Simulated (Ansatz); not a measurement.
The system is FeNi3 (Awaruite).

```
CELL_PARAMETERS angstrom
3.54500 0.00000 0.00000
0.00000 3.54500 0.00000
0.00000 0.00000 3.54500
ATOMIC_POSITIONS crystal
Ni 0.50000 0.50000 0.00000
Ni 0.50000 0.00000 0.50000
Ni 0.00000 0.50000 0.50000
Fe 0.00000 0.00000 0.00000
```

- Program: Ansatz 0.2.0
- Task: single point
- Functional: PBEsol
- Potentials or basis: all-electron LAPW, scalar-relativistic
- Cutoff: 305 eV (chosen from the basis error)
- Basis error allowed: 0.001 eV/atom
- k mesh: 8 × 8 × 8
- Occupations: fermi-dirac, width 0.05 eV
- Spin: collinear spin, ferromagnetic start
- Starting moments: [1.0, 1.0, 1.0, 3.0] μB

On this cell: pressure -9.4 GPa; largest force zero by symmetry; net moment 4.88 μB per cell; site moments Ni +0.68; Fe +2.95 μB; band gap on the k mesh none (metal or under the smearing width).

The same run follows on a disturbed copy (atoms moved at random, drawn with an rms of 0.05 Å):

```
Ni Fe
1.0
     3.54500    0.00000    0.00000
     0.00000    3.54500    0.00000
     0.00000    0.00000    3.54500
Ni Fe
3 1
Direct
  0.50788 0.50654 0.00966
  0.49456 0.00276 0.49962
  0.99159 0.50747 0.47568
  0.99425 0.99125 0.00042
```

Problem. What changes?

Solution. The energy (extrapolated to zero smearing) moves by +17.0 meV/atom; pressure -8.5 GPa; largest force 0.902 eV/Å; net moment 4.86 μB per cell; site moments Ni +0.69; Fe +2.93 μB; band gap on the k mesh none (metal or under the smearing width).

Forces in eV/Å, atoms in the order of the input:
```
Ni  -0.430 -0.221 -0.651
Ni  -0.022  0.092  0.105
Ni   0.301 -0.252  0.812
Fe   0.151  0.381 -0.266
```

Stress tensor (GPa, compression positive):
```
-8.29  0.17  0.74
 0.17 -8.89 -0.31
 0.74 -0.31 -8.37
```
